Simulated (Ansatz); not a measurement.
**Cu3Sn: a single-point run**

Wanted: a converged single-point run for Cu3Sn, and a check of what comes out. The structure is shown as the input types it.

Computed with Ansatz 0.2.0 (DFT, PBEsol, PAW with Ansatz's default frozen-core files, scalar-relativistic (as first typed), unless a step's input says otherwise).

## (1) Starting point

The structure is cubic, space group Fm-3m (No. 225). Conventional cell: a = 6.055 Å, b = 6.055 Å, c = 6.055 Å, α = 90.00°, β = 90.00°, γ = 90.00°. Cu (site symmetry m-3m) has 8 Cu at 2.62 Å as nearest neighbours. Cu (site symmetry -43m) is surrounded by 4 Cu at 2.62 Å and 4 Sn at 2.62 Å. Sn (site symmetry m-3m) is surrounded by 8 Cu at 2.62 Å.

Structure file:

```
CELL_PARAMETERS angstrom
0.00000 3.02752 3.02752
3.02752 0.00000 3.02752
3.02752 3.02752 0.00000
ATOMIC_POSITIONS crystal
Cu 0.50000 0.50000 0.50000
Cu 0.75000 0.75000 0.75000
Cu 0.25000 0.25000 0.25000
Sn 0.00000 0.00000 0.00000
```

## (2) Input and run

input.yaml

```yaml
crystal:
  lattice:
    - [0.0, 3.0275223687, 3.0275223687]
    - [3.0275223687, 0.0, 3.0275223687]
    - [3.0275223687, 3.0275223687, 0.0]
  atoms:
    - { symbol: Cu, position: [0.5, 0.5, 0.5] }
    - { symbol: Cu, position: [0.75, 0.75, 0.75] }
    - { symbol: Cu, position: [0.25, 0.25, 0.25] }
    - { symbol: Sn, position: [0.0, 0.0, 0.0] }
kpoints:
  mp_grid: { grid: [10, 10, 10] }
scf:
  occupations: { method: fermi_dirac, width: 0.05 }
  max_iter: 80
hamiltonian:
  xc: pbesol
  pseudopotentials: { kind: paw }
output:
  forces: true
  stress: true
  eigenvalues: true
  populations: true
basis:
  ecutrho_ratio: 1
```

Launch:

```
$ ansatz run input.yaml --threads 1 --pin off --max-ram 3072MiB --backend cpu --events-out ev --progress --plain --runs-dir out
```

Q: Will this input give a usable result? If not, why, and what should change?

The program finished normally, with warnings (cutoff below recommended). It gives a pressure of 82 GPa, which is large; a structure far from rest gives such values too, whatever the setting.

Look at the input: basis.ecutrho_ratio is 1. The density grid can't hold the products of the orbitals.

The test: delete basis.ecutrho_ratio (the default then holds).
